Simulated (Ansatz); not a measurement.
# TiPd2 (Immm) in Ansatz: reference runs

Reference runs on TiPd2: the cell as given and a disturbed copy.

Program: Ansatz 0.2.0. These are calculated values, not measurements. Logs are shortened: lines on timing, memory, paths and dates and some standing lists are left out, and cuts for length are marked.

## (1) The structure

Symmetry: Immm, No. 71, orthorhombic system. Conventional cell: a = 3.092 Å, b = 3.415 Å, c = 8.651 Å, α = 90.00°, β = 90.00°, γ = 90.00°. Pd (site symmetry mm2) has 5 Ti at 2.68 to 2.96 Å and 5 Pd at 2.73 to 2.80 Å as nearest neighbours. Ti (site symmetry mmm) has 10 Pd at 2.68 to 2.96 Å as nearest neighbours.

The cell comes from a database or a generator and needn't be the stable form of this composition.

## (2) Single point, PBEsol

Contents of input.yaml:

```yaml
crystal:
  lattice:
    - [-1.54623163, 1.70745576, 4.32556082]
    - [1.54623163, -1.70745576, 4.32556082]
    - [1.54623163, 1.70745576, -4.32556082]
  atoms:
    - { symbol: Pd, position: [0.34234387, 0.34234387, 0.0] }
    - { symbol: Pd, position: [0.65765613, 0.65765613, 0.0] }
    - { symbol: Ti, position: [0.0, 0.0, 0.0] }
kpoints:
  mp_grid: { grid: [11, 11, 11] }
scf:
  occupations: { method: fermi_dirac, width: 0.05 }
hamiltonian:
  xc: pbesol
  pseudopotentials: { kind: all_electron, lapw: { basis_error: 0.001 } }
output:
  forces: true
  stress: true
  eigenvalues: true
  populations: true
```

Potentials or basis: all-electron LAPW, scalar-relativistic.

Command:

```bash
ansatz run input.yaml --threads 2 --pin off --max-ram 8192MiB --backend cpu --events-out ev --progress --plain --runs-dir out
```

Output:

```text
Warning: RAYON_NUM_THREADS=2 ignored (pool sized by the plan → 2); use --threads N
Pd: projections on atomic orbitals take those of the free atom 1s2 2s2 2p6 3s2 3p6 3d10 4s2 4p6 4d10, of charge +0.00 (hamiltonian.pseudopotentials.projection_atoms)
Ti: projections on atomic orbitals take those of the free atom 1s2 2s2 2p6 3s2 3p6 3d2 4s2, of charge +0.00 (hamiltonian.pseudopotentials.projection_atoms)
LAPW: plane waves up to 8.448 Å⁻¹, error target 1.0e-3 eV per atom; small_component_spin mean_spin; Ti in spheres of 1.313 Å, 12 of its electrons in bands, Dirac shells []; Pd in spheres of 1.364 Å, 28 of its electrons in bands, Dirac shells [] (how accurate: hamiltonian.pseudopotentials.lapw.basis_error, Limitations)
Engine: ansatz 0.2.0, x86_64-unknown-linux-gnu
Pseudopotentials: kind: all_electron
Pseudopotential: Pd, LAPW, valence charge 28, lapw/all_electron/scalar/gaussian/Pd, Koelling and Harmon's equation, gaussian nucleus
Pseudopotential: Ti, LAPW, valence charge 12, lapw/all_electron/scalar/gaussian/Ti, Koelling and Harmon's equation, gaussian nucleus
Functional definition: PBEsol
  exchange = pbesol_x
  correlation = pbesol_c
Crystal: 3 atoms, lattice volume = 45.680 Å³
Basis set: ecut = 271.8815220629884 eV, 463 PW (Γ), FFT grids on a1+a3, a2+a3, a3, exchange–correlation at level 2
Bands: 41, of which v1, the nominal top of the filled ones, is band 34 counted from 1 (33 counted from 0)
Symmetry: 8 space group operations
Space group: Immm (ITA 71), of the structure as read, at distance tolerance 3.6e-5 Å
k-points: 216 of 1331
Non-local potential: Pd, projectors of the file, none
Non-local potential: Ti, projectors of the file, none
Initial density: superposition of atomic densities (chi_scale 0.1, normalization cell, long waves kept (reshape's long-wave potential 0.00 eV rms))
Initial wavefunctions: plane waves of lowest kinetic energy (no species holds an atomic orbital)
Functional: x = pbesol(κ = 0.804, μ = 0.12345679012345678), c = pbesol(β = 0.046)
iter 1 solved again at ethr=6.12e-2 eV; its pass at ethr=1.00e-1 eV (dr2=4.16e1 eV) is discarded
SCF iter   1: F=—  HF=-297698.439306 eV  |F-HF|=—  |Δ(HF+E_count)|=         —  Δρ=1.96e-1  dr2=4.16e1  ethr=6.12e-2  ⟨swp⟩=2.0  Hψ=55436  notcnv=0
preconditioner: auto → Kerker (q_TF=auto, 2.915 Å⁻¹)  [metal: Δε(μ)=0.007 eV  Ē_g=5.480 eV  σ=0.050 eV  W_gap=0.03  n_scr=20 (ndim 8)  ℏωp=26.9 eV  f_vac=0.000  D(μ)=5.11/eV (n_scr^D=70)]
SCF iter   2: F=—  HF=-297719.478419 eV  |F-HF|=—  |Δ(HF+E_count)|=    2.10e1  Δρ=1.45e-1  dr2=2.01e1  ethr=6.12e-2  ⟨swp⟩=3.0  Hψ=26030  notcnv=0
SCF iter   3: F=—  HF=-297695.923648 eV  |F-HF|=—  |Δ(HF+E_count)|=    2.36e1  Δρ=8.74e-2  dr2=7.11e0  ethr=2.96e-2  ⟨swp⟩=2.2  Hψ=25526  notcnv=0
iter 4 solved again at ethr=2.25e-4 eV; its pass at ethr=1.05e-2 eV (dr2=1.53e-1 eV) is discarded
SCF iter   4: F=—  HF=-297690.692562 eV  |F-HF|=—  |Δ(HF+E_count)|=    5.23e0  Δρ=1.09e-2  dr2=1.54e-1  ethr=2.25e-4  ⟨swp⟩=2.0  Hψ=45095  notcnv=0
SCF iter   5: F=—  HF=-297690.768658 eV  |F-HF|=—  |Δ(HF+E_count)|=         —  Δρ=3.34e-2  dr2=1.35e0  ethr=2.25e-4  ⟨swp⟩=2.0  Hψ=27609  notcnv=0
the basis was enlarged: its passes take 526.0 KiB over the memory plan, 2 of 2 planned eigensolver slots
SCF iter   6: F=—  HF=-297690.511068 eV  |F-HF|=—  |Δ(HF+E_count)|=   2.58e-1  Δρ=5.74e-3  dr2=4.29e-2  ethr=2.25e-4  ⟨swp⟩=2.0  Hψ=25489  notcnv=0
SCF iter   7: F=—  HF=-297690.530398 eV  |F-HF|=—  |Δ(HF+E_count)|=   1.93e-2  Δρ=9.89e-3  dr2=1.13e-1  ethr=6.32e-5  ⟨swp⟩=2.0  Hψ=26227  notcnv=0  recentre
SCF iter   8: F=—  HF=-297690.504749 eV  |F-HF|=—  |Δ(HF+E_count)|=   2.56e-2  Δρ=2.00e-3  dr2=4.53e-3  ethr=6.32e-5  ⟨swp⟩=2.0  Hψ=24175  notcnv=0
SCF iter   9: F=—  HF=-297690.504651 eV  |F-HF|=—  |Δ(HF+E_count)|=   9.80e-5  Δρ=1.78e-3  dr2=3.37e-3  ethr=6.67e-6  ⟨swp⟩=2.0  Hψ=26225  notcnv=0
SCF iter  10: F=—  HF=-297690.503868 eV  |F-HF|=—  |Δ(HF+E_count)|=   7.83e-4  Δρ=4.97e-4  dr2=2.67e-4  ethr=4.95e-6  ⟨swp⟩=2.0  Hψ=26224  notcnv=0
SCF iter  11: F=—  HF=-297690.503829 eV  |F-HF|=—  |Δ(HF+E_count)|=   3.90e-5  Δρ=2.48e-4  dr2=6.63e-5  ethr=3.93e-7  ⟨swp⟩=2.0  Hψ=26224  notcnv=0
SCF iter  12: F=—  HF=-297690.503813 eV  |F-HF|=—  |Δ(HF+E_count)|=   1.65e-5  Δρ=3.04e-5  dr2=5.58e-7  ethr=9.75e-8  ⟨swp⟩=2.0  Hψ=26226  notcnv=0
SCF iter  13: F=-297690.503813 eV  HF=-297690.503813 eV  |F-HF|=2.81e-8  |Δ(HF+E_count)|=   2.84e-8  Δρ=7.33e-6  dr2=2.12e-8  ethr=8.21e-10  ⟨swp⟩=2.0  Hψ=26224  notcnv=0
SCF 1 converged in 13 iterations: F = -297690.503813 eV  dr2 = 2.12e-8
SCF converged after 13 iterations
Free energy (F): -297690.503813 eV
Harris-Foulkes:  -297690.503813 eV  (|F-HF|=2.81e-8)
Internal energy: -297690.490659 eV  (E = F + TS)
E sigma→0 (E₀):  -297690.497236 eV
Entropy (-TS):   -0.013153 eV (-4.384 meV/atom)
Fermi energy:    19.339555 eV
--- Per-component energies (eV) ---
  E_band       = -6507.931993
  E_kinetic    = 309859.283927
  E_xc         = -8832.635267
  E_electrostatic = -598717.139320  (all electrons and nuclei)
  E_smearing   = -0.013153  (= −TS)
  E_closure    = 0.000000  (closes the sum)
  E_atoms      = -297672.450639  (free atoms, spherical and without spin; not in F)
  Σ components = -297690.503813   (vs F -297690.503813, Δ=0.00e0)
  Basis errors (estimates in eV, not in F): energy 2.1e-4 per atom: plane waves 1.8e-4 (9.5e-5 summed), levels above the bands 3.0e-67, relativity 1.8e-8, radial functions 3.1e-5, core shells 4.2e-7; eigenvalues (radial functions only) 6.4e-7; not estimated: angular momenta, meshes, grids; target (lapw.basis_error) 1.0e-3; muffin-tin radii Ti 1.313 Å, Pd 1.364 Å
--- Forces (eV/Å), atoms counted from 1 ---
  atom   1  Pd     0.00000000     0.00000000    -0.00065034
  atom   2  Pd     0.00000000     0.00000000     0.00065034
  atom   3  Ti     0.00000000     0.00000000     0.00000000
  max |Σ_I F_I| component: 1.58e-30 eV/Å
--- Stress (GPa, compression-positive) ---
       -4.710375       0.000000       0.000000
        0.000000      -3.660240       0.000000
        0.000000       0.000000      -4.246378
  P = ⅓ Tr σ = -4.2057 GPa (-42.057 kbar)
--- Band table (eV; the first three rows and the last of 216) ---
  k-point 0: bands = ["-305.5066", "-305.5066", "-305.5044", "-305.5044", "-305.4942", "-305.4942", "-305.4674", "-305.4674", "-305.4659", "-305.4659", "-65.1190", "-65.0801", "-37.7271", "-30.9340", "-30.9245", "-30.8528", "-30.8271", "-30.7801", "-30.7220", "-14.0551", "-14.0330", "-13.9762", "12.1017", "14.9069", "15.1856", "15.4586", "15.7865", "16.1299", "16.3971", "16.7538", "16.8929", "17.0688", "17.8824", "18.7541", "19.9613", "20.2056", "20.5395", "21.5096", "24.3501", "24.8295", "30.3206"]
  k-point 1: bands = ["-305.5066", "-305.5066", "-305.5044", "-305.5044", "-305.4942", "-305.4942", "-305.4674", "-305.4674", "-305.4659", "-305.4659", "-65.1176", "-65.0809", "-37.7253", "-30.9360", "-30.9231", "-30.8561", "-30.8286", "-30.7857", "-30.7211", "-14.0523", "-14.0379", "-13.9923", "12.3858", "14.9929", "15.2896", "15.4704", "15.7101", "16.1198", "16.3816", "16.5954", "16.8236", "17.0812", "17.6524", "18.9086", "20.1264", "20.2392", "20.6037", "21.5596", "24.6639", "24.9890", "29.2580"]
  k-point 2: bands = ["-305.5066", "-305.5066", "-305.5044", "-305.5044", "-305.4942", "-305.4942", "-305.4674", "-305.4674", "-305.4659", "-305.4659", "-65.1136", "-65.0830", "-37.7202", "-30.9399", "-30.9208", "-30.8614", "-30.8355", "-30.7996", "-30.7211", "-14.0505", "-14.0457", "-14.0343", "13.1443", "15.2289", "15.3479", "15.5211", "15.5685", "16.1414", "16.2193", "16.3445", "16.5898", "17.2917", "17.7053", "19.1172", "20.1501", "20.3724", "20.7551", "21.4642", "25.4624", "25.5799", "27.7586"]
  k-point 215: bands = ["-305.5066", "-305.5066", "-305.5044", "-305.5044", "-305.4942", "-305.4942", "-305.4674", "-305.4674", "-305.4659", "-305.4659", "-65.1076", "-65.0910", "-37.7267", "-30.9349", "-30.8756", "-30.8344", "-30.8182", "-30.8157", "-30.7676", "-14.0579", "-14.0310", "-13.9917", "14.1490", "14.1635", "14.2744", "14.5483", "15.5726", "16.2909", "16.3061", "16.6325", "17.3118", "17.5635", "17.7550", "18.5870", "19.8693", "21.1653", "21.1715", "21.3370", "21.4442", "25.9832", "27.5397"]
--- Löwdin populations: 3 sites ---
  site symbol       q [e]
     0     Pd     45.2951
     1     Pd     45.2951
     2     Ti     22.3668
  spilling = 0.009150 (of n_electrons = 114.000000)
```

It took 2.2 min on 2 threads of AMD EPYC 7R43 (Zen 3), shared host; peak memory 1.2 GiB.

Results:

| Item | Value |
| --- | --- |
| Free energy | -297690.5038 eV |
| Pressure | -4.2 GPa |
| Band gap on the k mesh | none (metal or under the smearing width) |

## (3) Single point, PBEsol (atoms moved at random, drawn with an rms of 0.05 Å)

Changes to input.yaml since step 2:

```diff
@@ -6,5 +6,5 @@
   atoms:
-    - { symbol: Pd, position: [0.34234387, 0.34234387, 0.0] }
-    - { symbol: Pd, position: [0.65765613, 0.65765613, 0.0] }
-    - { symbol: Ti, position: [0.0, 0.0, 0.0] }
+    - { symbol: Pd, position: [0.357729, 0.352477, 0.017714] }
+    - { symbol: Pd, position: [0.638354, 0.658682, -0.019245] }
+    - { symbol: Ti, position: [-0.003174, -0.019152, -0.00883] }
 kpoints:
```

Potentials or basis: all-electron LAPW, scalar-relativistic.

Command:

```bash
ansatz run input.yaml --threads 2 --pin off --max-ram 8192MiB --backend cpu --events-out ev --progress --plain --runs-dir out
```

Wall time 11 min (2 threads of AMD EPYC 7R43 (Zen 3), shared host); peak memory 2.6 GiB.

The run converged. Its results:

- Free energy: -297690.4538 eV
- Pressure: -3.2 GPa
- Largest force: 0.598 eV/Å
- Band gap on the k mesh: none (metal or under the smearing width)

Forces on the atoms (eV/Å):
```
Pd  -0.199 -0.361 -0.432
Pd  -0.060  0.460  0.016
Ti   0.259 -0.099  0.417
```

Stress tensor (GPa, compression positive):
```
-3.87  0.07  0.06
 0.07 -3.23 -0.85
 0.06 -0.85 -2.49
```

Levels at points of the mesh, in eV from the Fermi level:
| k point | band 32 | band 33 | band 34 | band 35 | band 36 | band 37 |
| --- | --- | --- | --- | --- | --- | --- |
| (0.00, 0.00, 0.00) | -2.31 | -1.51 | -0.64 | 0.57 | 0.95 | 1.21 |
